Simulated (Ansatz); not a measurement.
# ClGaH2: the cost of one run

Program: Ansatz 0.2.0. Level of theory: RKS r2SCAN/def2-SVP. These are calculated values, not measurements.

**1. Starting point**

Bond lengths: Ga1–Cl2 2.440 Å, Ga1–H3 1.770 Å, Ga1–H4 1.570 Å. Angles: Cl2–Ga1–H3 49.7°, Cl2–Ga1–H4 159.4°, H3–Ga1–H4 150.9°.

As a file:

```xyz
4

Ga    0.0000    0.0000    0.0000
Cl    1.5475    0.0000    1.8865
H     1.7697    0.0000    0.0287
H    -1.3596    0.0000   -0.7850
```

**2. Pulling towards end A**

Springs on the bonds that form and break draw the guess towards this end; the thresholds are loose.

File input.yaml:

```yaml
crystal:
  periodic: [false, false, false]
  atoms:
    - { symbol: Ga, position_ang: [0.0, 0.0, 0.0] }
    - { symbol: Cl, position_ang: [1.5475, 0.0, 1.8865] }
    - { symbol: H, position_ang: [1.7697, 0.0, 0.0287] }
    - { symbol: H, position_ang: [-1.3596, 0.0, -0.785] }
basis:
  gaussian: { orbitals: def2-SVP }
hamiltonian:
  xc: r2scan
relax:
  f_tol: 0.15
  max_steps: 25
  restrain:
    - { distance: [1, 2], at: 2.57, k: 30.0 }
    - { distance: [0, 1], at: 2.24, k: 30.0 }
    - { distance: [0, 2], at: 1.57, k: 30.0 }
```

The run is started by

```console
$ ansatz run input.yaml --threads 1 --pin off --max-ram 2048MiB --backend cpu --events-out ev --progress --plain --runs-dir out
```

**Question.** How long does this run take on 1 thread of Intel Xeon Platinum 8259CL at 2.50GHz (Skylake/Cascade Lake), shared host, and how much memory does it need?

About 28 s, with a peak of 0.14 GiB.
